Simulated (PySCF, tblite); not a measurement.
# C₅H₁₁N₃Si: geometry, infrared bands and NMR shifts

What infrared bands and NMR shifts should C₅H₁₁N₃Si (`Cc1cnn([SiH](C)C)n1`) show?

Programs: tblite 0.8.0 and PySCF 2.14.0, with density-fitted response routines of our own. Each step states its level of theory. These are calculated values for one molecule in the gas phase, unless marked as measured. Atoms count from 0, in the outputs and in this text.

### Step 1. Starting geometry

20 atoms, charge 0, multiplicity 1; geometry from: force field or distance geometry start.

Bonds of the start (Å): C0–C1 1.51, C1–C2 1.35, C2–N3 1.37, N3–N4 1.35, N4–Si5 1.79, Si5–C6 1.89, Si5–C7 1.83, N4–N8 1.33, N8–C1 1.34, C0–H9 1.12, C0–H10 1.10, C0–H11 1.11, C2–H12 1.05, Si5–H13 1.45, C6–H14 1.09, C6–H15 1.11, C6–H16 1.11, C7–H17 1.11, C7–H18 1.14, C7–H19 1.12.

### Step 2. Relaxing the molecule with GFN2-xTB

Job settings and geometry (Å):

```
{"job": {"kind": "relax", "xc": "GFN2-xTB", "basis": "xTB"}, "charge": 0, "multiplicity": 1}
C      3.655200     0.216800    -0.156900
C      2.207100    -0.092800    -0.452200
C      1.669500    -0.692700    -1.540900
N      0.310300    -0.761500    -1.361700
N      0.071500    -0.231700    -0.144900
Si    -1.514600    -0.045000     0.658400
C     -2.101600     1.691300     0.192300
C     -2.716000    -1.315800     0.124800
N      1.211800     0.171600     0.400700
H      3.759200     0.458200     0.926800
H      4.283600    -0.643400    -0.438300
H      3.990900     1.091500    -0.758600
H      2.181800    -1.026600    -2.389600
H     -1.407700    -0.059400     2.105700
H     -3.102800     1.792900     0.613400
H     -2.069500     1.778200    -0.917400
H     -1.327800     2.361300     0.627900
H     -2.334100    -2.356200     0.134400
H     -3.603400    -1.276000     0.832000
H     -3.168200    -1.049900    -0.868500
```

Launch:

```console
OMP_NUM_THREADS=1 python probes_run.py task.json out
```

This one command runs all jobs of the session in turn.

**Question.** This job is followed by: GFN2-xTB harmonic vibrations, gas phase; GIAO PBE0/pcSseg-1 NMR shielding, non-relativistic, gas phase. What will the session give for the following? strongest single infrared mode (GFN2-xTB); zero-point energy (GFN2-xTB); ¹³C shifts against TMS (PBE0/pcSseg-1, means over atoms taken as alike); ¹H shifts against TMS (PBE0/pcSseg-1, means over atoms taken as alike); ¹⁵N shifts against NH3 (PBE0/pcSseg-1); ²⁹Si shifts against TMS (PBE0/pcSseg-1).

The runs gave:

| quantity | value |
| --- | --- |
| strongest single infrared mode (GFN2-xTB) | 1233 cm⁻¹, 280 km/mol |
| zero-point energy (GFN2-xTB) | 98.3 kcal/mol |
| ¹³C shifts against TMS (PBE0/pcSseg-1, means over atoms taken as alike) | 151.1, 140.6, 13.1, -1.3 ppm |
| ¹H shifts against TMS (PBE0/pcSseg-1, means over atoms taken as alike) | 7.68, 5.55, 2.57, 0.50 ppm |
| ¹⁵N shifts against NH3 (PBE0/pcSseg-1) | 380.2, 373.2, 280.0 ppm |
| ²⁹Si shifts against TMS (PBE0/pcSseg-1) | -1.3 ppm |

What this shows: Over 112 steps the energy fell by 0.635 eV; of the close pairs, Si5–C7 changed most, 1.828 to 1.894 Å. The lowest mode is slightly imaginary (10i cm⁻¹), a soft motion within the noise of the Hessian, so the minimum is not strictly shown. The strongest single mode, at 1233 cm⁻¹, moves mainly N4. Unscaled tight-binding wavenumbers are off by several per cent, some by more. Its intensities can rank the bands wrongly. At PBE0/pcSseg-1: Shielding is most anisotropic at N3 (span 534 ppm, paramagnetic term -440 ppm). NICS(1)zz of -33 ppm above the planar ring from C1 marks a diatropic (aromatic) ring current.
